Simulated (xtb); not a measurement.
# CH8BBrN2 (SMILES CN[BH-]([NH3+])Br): GFN2-xTB

Aim: energy and gradient of CH8BBrN2. 

Program for the calculation: xtb 6.7.1.

19 further runs of the same task are left out: 19 set aside as unsound or not needed.

**1. Starting point**

CH8BBrN2: 13 atoms, total charge 0, spin state singlet. As SMILES, `CN[BH-]([NH3+])Br`. One bond was lengthened or shortened from a relaxed shape. At this shape a bond of the SMILES string is far longer than usual.

Bond lengths: C1–N2 1.442 Å, N2–B3 1.405 Å, B3–Br5 1.934 Å, C1–H6 1.097 Å, C1–H8 1.095 Å, N2–H9 1.010 Å, B3–H10 1.177 Å, N4–H11 1.013 Å, N4–H12 1.012 Å, N4–H13 1.014 Å. Some angles: C1–N2–B3 126.5°, N2–B3–Br5 115.1°, C1–N2–H9 112.5°, B3–N2–H9 120.5°, N2–C1–H6 111.7°, N2–C1–H8 110.9°, N2–B3–H10 119.4°, Br5–B3–H10 117.0°, H6–C1–H8 108.1°, H11–N4–H12 110.2°.

**2. Energy and forces at GFN2-xTB**

File .CHRG:

```
0
```

File .UHF:

```
0
```

File geom.xyz:

```xyz
13

C     -1.243222     1.365385     0.978592
N      0.006248     1.624825     0.307332
B      0.657918     0.776535    -0.604098
N      1.366470    -1.183160     0.163680
Br     2.139958     1.576925    -1.554148
H     -1.096282     1.169875     2.048042
H     -2.087020    -0.207280     0.169660
H     -1.923932     2.216975     0.878662
H      0.462908     2.458245     0.648072
H      0.037468    -0.043195    -1.176738
H      1.861960    -1.803300    -0.465910
H      0.777960    -1.718130     0.789030
H      2.039790    -0.641920     0.694090
```

Command:

```sh
$ xtb geom.xyz --json --grad --parallel 1 | tee out.txt
```

What values should one expect? Wanted: total energy; dipole moment; HOMO energy; LUMO energy; HOMO–LUMO gap; dispersion energy; largest force on an atom; mean polarisability.

**Answer.** As computed:

At GFN2-xTB:

```
                      quantity          value
                  total energy   -17.30252 Eh
                 dipole moment         6.46 D
                   HOMO energy      -10.37 eV
                   LUMO energy       -7.99 eV
                 HOMO–LUMO gap        2.38 eV
             dispersion energy  -20.93 kJ/mol
      largest force on an atom     3.555 eV/Å
mean polarisability (D4 model)     75.4 bohr³
```

What this shows: Mulliken charges run from -0.38 on N4 to +0.33 on B3.
